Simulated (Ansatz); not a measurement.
# TaO+ (triplet): the correlation ladder, def2-TZVPP

One table from this session's results is given with a row withheld; the runs are named, their logs left out.

Computed with Ansatz 0.2.0, Gaussian basis. Level: def2-TZVPP, core rule «outside noble gas», up to 5 orbitals frozen.

Plan: UHF; ROHF; CCSD(T) on UHF.

### The system

The geometry is a PBE0/def2-TZVP stationary point (not a proven minimum) of the parent state, kept for this charge and spin. No spin-orbit coupling is included. Elements past krypton take def2 core potentials.

2 atoms, charge 1, spin multiplicity 3.

Atoms are counted from 1 here; the program's logs count them from 0.

Bond lengths: Ta1–O2 1.864 Å.

The first run:

File in.yaml:

```yaml
crystal:
  periodic: [false, false, false]
  atoms:
    - {symbol: Ta, position_ang: [0.000000, 0.000000, 0.000000]}
    - {symbol: O, position_ang: [0.000000, 0.000000, 1.864200]}
basis:
  gaussian: {orbitals: def2-TZVPP}
total_charge: 1
magnetization: {spin_polarized: true, initial_magnetization: 2}
hamiltonian: {xc: hf}
output: {orbitals: {seedname: orbitals}}
```

Started as:

```
$ ansatz run in.yaml --threads 1 --pin off --events-out ev --progress --plain --max-ram 4096MiB --backend cpu
```

Steps of the session up to this table: UHF; ROHF; CCSD(T) on UHF.

One table of the session follows, with a row left open; its other results are not shown here.

| method | from UCCSD(T) (kcal/mol) |
| --- | --- |
| ROHF | +236.23 |
| UHF | ? |
| UMP2 | +43.04 |
| UCCSD | +13.84 |
| UCCSD(T) | 0 |

Estimate the missing values for UHF.

The run gave: from UCCSD(T) (kcal/mol): +216.14. In the column «from UCCSD(T) (kcal/mol)» it lies between UMP2 (+43.04) and ROHF (+236.23).

The program flags UCCSD(T) as in doubt (see the logs), so the zero of the table is itself unsure.

To keep in mind: The determinant is far from a pure spin state, so its energy mixes those of several spin states (harmless only where they are near-degenerate, as at dissociation). The program flags UCCSD(T) as in doubt, so the zero of the table is itself unsure. Warnings: spin contamination; coupled cluster took another determinant than the lowest.
